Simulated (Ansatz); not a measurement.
Working through a ladder of basis sets of ClH₃SbSi, SMILES [SiH3][Sb][Cl]

Computed with Ansatz 0.2.0, Python API.

Contents of `clh3sbsi.xyz`:
```text
6

Si   -0.51620    0.35170   -0.22620
Sb    1.74080    0.38710    0.76870
Cl    1.77980   -2.01100    0.73470
H    -0.45390   -0.26340   -1.54970
H    -1.48600   -0.32770    0.63610
H    -1.02250    1.79940   -0.40990
```

The cells in order, each with its output:

In [1]:
```python
import warnings

import ansatz as az

FUNCTIONAL = "pbe0"
```

In [2]:
```python
warnings.simplefilter("ignore", az.DeckWarning)
```

In [3]:
```python
mol = az.Crystal.molecule_from_extxyz("clh3sbsi.xyz")
```

In [4]:
```python
base = (
    mol.calculation()
    .functional(FUNCTIONAL)
    .spin("collinear", total=1)
)

energies = {}
for basis in ["def2-SVP", "def2-SVPD", "def2-TZVP", "def2-TZVPP"]:
    rep = base.basis(gaussian=basis).run().report
    size = rep["n_frozen"] + rep["n_occupied"][0] + rep["n_virtual"][0]
    energies[basis] = (rep["reference_energy_ev"] / 27.211386246, rep["free_energy_ev"] / 27.211386246)
    print(f"{basis:14s} {size:4d} orbitals  reference {energies[basis][0]:14.6f} Ha  total {energies[basis][1]:14.6f} Ha")
```
```text
def2-SVP         77 orbitals  reference    -991.254571 Ha  total    -991.254571 Ha
def2-SVPD       107 orbitals  reference    -991.267289 Ha  total    -991.267289 Ha
def2-TZVP       142 orbitals  reference    -991.525678 Ha  total    -991.525678 Ha
def2-TZVPP      176 orbitals  reference    -991.526239 Ha  total    -991.526239 Ha
```

In [5]:
```python
last = energies["def2-TZVPP"][1]
for basis, (_, total) in energies.items():
    print(f"{basis:14s} lies {27.211386 * (total - last):9.4f} eV above def2-TZVPP")
```
```text
def2-SVP       lies    7.3925 eV above def2-TZVPP
def2-SVPD      lies    7.0464 eV above def2-TZVPP
def2-TZVP      lies    0.0153 eV above def2-TZVPP
def2-TZVPP     lies    0.0000 eV above def2-TZVPP
```

Against def2-SVP: def2-SVPD -12.7 mHa, def2-TZVP -271.1 mHa and def2-TZVPP -271.7 mHa. The last step alone is -0.56 mHa (these two sets differ little on atoms other than hydrogen). From the first set to the last the time grows from 4.2 to 9.4 s.

Notes:
- The drop along the ladder measures the basis error, and is no property of the molecule.
- The geometry is a force-field or estimated start, not a minimum of this method, and the last set is no limit. Much of the fall in a total is atomic energy, which cancels in bond and reaction energies.
- def2 sets replace the cores of elements past krypton by effective core potentials.
- The species is open-shell (spin multiplicity 2).
- It ran for 29 s on 1 thread of Arm Neoverse V2, on a shared host, peak memory 0.55 GiB.
